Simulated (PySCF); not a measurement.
# H4MnS4 (Mn(SH)4): the cost of one run

Programs: PySCF 2.14.0, with routines of our own; each step states its level. All values are computed. Atoms count from 0.

### Step 1. The starting structure

9 atoms, charge 0, states of the metal's open shell are computed; geometry from: model geometry, bond lengths from ionic radii.

### Step 2. Ligand-field states: state-averaged CASSCF

Job settings and geometry (Å):

```
{"job": {"kind": "lf", "basis": {"metal": "x2c-TZVPall", "ligand": "x2c-SVPall"}, "nevpt": true}, "charge": 0, "metal": "Mn", "open_shell": "d3"}
Mn     0.000000     0.000000     0.000000
S      1.241303     1.241303     1.241303
H      0.452260     2.319021     1.385641
S     -1.241303    -1.241303     1.241303
H     -0.452260    -2.319021     1.385641
S     -1.241303     1.241303    -1.241303
H     -2.319021     0.452260    -1.385641
S      1.241303    -1.241303    -1.241303
H      2.319021    -0.452260    -1.385641
```

Method: state-averaged CASSCF of the metal d shell, SC-NEVPT2 on the averaged canonical orbitals, state-interaction spin-orbit coupling.

Started as:

```
OMP_NUM_THREADS=1 python lf_run.py task.json out
```

This one command runs all jobs of the session in turn.

**Question.** How long does this first job take on 1 thread of Arm Neoverse V1, shared host, and how much memory does it need?

About 13 s, with a peak of 0.33 GiB.
